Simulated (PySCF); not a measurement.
# [TbOCl]+: other functionals and bases at one geometry

Aim: see how levels, charges and forces of [TbOCl]+ depend on the level of theory. It is a constructed species; whether it can be made isn't addressed.

Program: PySCF 2.14.0. Level of theory: several levels, as the steps say, no spin–orbit coupling. These are calculated values, not measurements.

1 further run of the same task is left out (for a known fault of the program).

### 1 Where the work starts

3 atoms, charge 1, spin multiplicity 1.

Bond lengths: Tb1–O2 1.742 Å, Tb1–Cl3 2.346 Å. Angles: O2–Tb1–Cl3 104.3°.

Coordinates:

```xyz
3

Tb    0.22258    0.00000   -0.47771
O     1.54521    0.00000    0.65628
Cl   -1.69695    0.00000    0.87164
```

Formal oxidation states: Tb +4. Each metal's 7 4f electrons lie in its core potential, so multiplicities, spins and levels count the valence alone. An earlier session relaxed this geometry at PBE0, Tb lcecp-2-SVP with ECP53, O def2-SVP, Cl def2-SVP (singlet, point group Cs).

At PBE0 on the finer grid: E = -578.155708 Eh, frontier levels not given, since the 4f levels lie in the core, Mulliken charge on Tb1 +1.37 e, largest force component 0.019 eV/Å. 

Levels to run: HF; TPSS; PBE0, TZVP. Hardware: 2 threads of Arm Neoverse V1, shared host.

### 2 HF

The input, run.py (the lines that set the calculation):

```python
mol = gto.M(atom='''
Tb     0.22258     0.00000    -0.47771
O      1.54521     0.00000     0.65628
Cl    -1.69695     0.00000     0.87164''',
    basis={'Tb': 'lcecp-2-SVP', 'O': 'def2-SVP', 'Cl': 'def2-SVP'},
    ecp={'Tb': 'lcecp-2-SVP'},
    charge=1, spin=0)
mf = scf.RHF(mol)
mf = mf.density_fit()  # fitting sets: Tb AutoAux, O def2-universal-JKFIT, Cl def2-universal-JKFIT
mf.conv_tol = 1e-08; mf.max_cycle = 55
mf.kernel(dm0)  # dm0: the density of the relaxed state
```

Command:

```bash
OMP_NUM_THREADS=2 python run.py
```

### 3 TPSS

Changes to run.py (the lines that set the calculation) since step 2:

```diff
@@ -7,3 +7,4 @@
     charge=1, spin=0)
-mf = scf.RHF(mol)
+mf = dft.RKS(mol, xc='TPSS')
+mf.grids.atom_grid = (75, 302)  # f atoms: unpruned, at least (60, 302)
 mf = mf.density_fit()  # fitting sets: Tb AutoAux, O def2-universal-JKFIT, Cl def2-universal-JKFIT
```

### 4 PBE0, TZVP

Basis: Tb lcecp-2-TZVP with ECP53, O def2-TZVP, Cl def2-TZVP. 

The input, run.py (the lines that set the calculation):

```python
mol = gto.M(atom='''
Tb     0.22258     0.00000    -0.47771
O      1.54521     0.00000     0.65628
Cl    -1.69695     0.00000     0.87164''',
    basis={'Tb': 'lcecp-2-TZVP', 'O': 'def2-TZVP', 'Cl': 'def2-TZVP'},
    ecp={'Tb': 'lcecp-2-TZVP'},
    charge=1, spin=0)
mf = dft.RKS(mol, xc='PBE0')
mf.grids.atom_grid = (75, 302)  # f atoms: unpruned, at least (60, 302)
mf = mf.density_fit()  # fitting sets: Tb AutoAux, O def2-universal-JKFIT, Cl def2-universal-JKFIT
mf.conv_tol = 1e-08; mf.max_cycle = 55
mf.kernel(dm0)  # dm0: free metal ions and neutral atoms
```

What does the calculation give? Wanted: for each run, charge on Tb1; dipole; largest force.

**Answer**, as computed:

| level | state | charge on Tb1 (e) | dipole (D) | largest force (eV/Å) | basis functions | time |
| --- | --- | --- | --- | --- | --- | --- |
| PBE0 (relaxed here) | singlet | 1.37 | 6.19 | 0.02 | 62 | 5.8 s |
| HF | singlet | 1.71 | 7.78 | 1.62 | 62 | 1.3 s |
| TPSS | singlet | 1.32 | 5.85 | 1.19 | 62 | 4.1 s |
| PBE0, TZVP | singlet | 1.66 | 6.21 | 0.16 | 115 | 9.2 s |

Times are on 2 threads of Arm Neoverse V1, shared host; the first row also made further properties. The dipole of a charged species depends on the origin, so these sizes hold for this origin alone.

The largest leftover force, 1.62 eV/Å with HF, stands at a geometry relaxed at another level. The Mulliken charge on Tb spans +1.32 to +1.71 e over the levels. With 4f in the core, its levels are missing from HOMO and gap. Total energies of different levels can't be compared. Spin–orbit coupling is left out throughout.
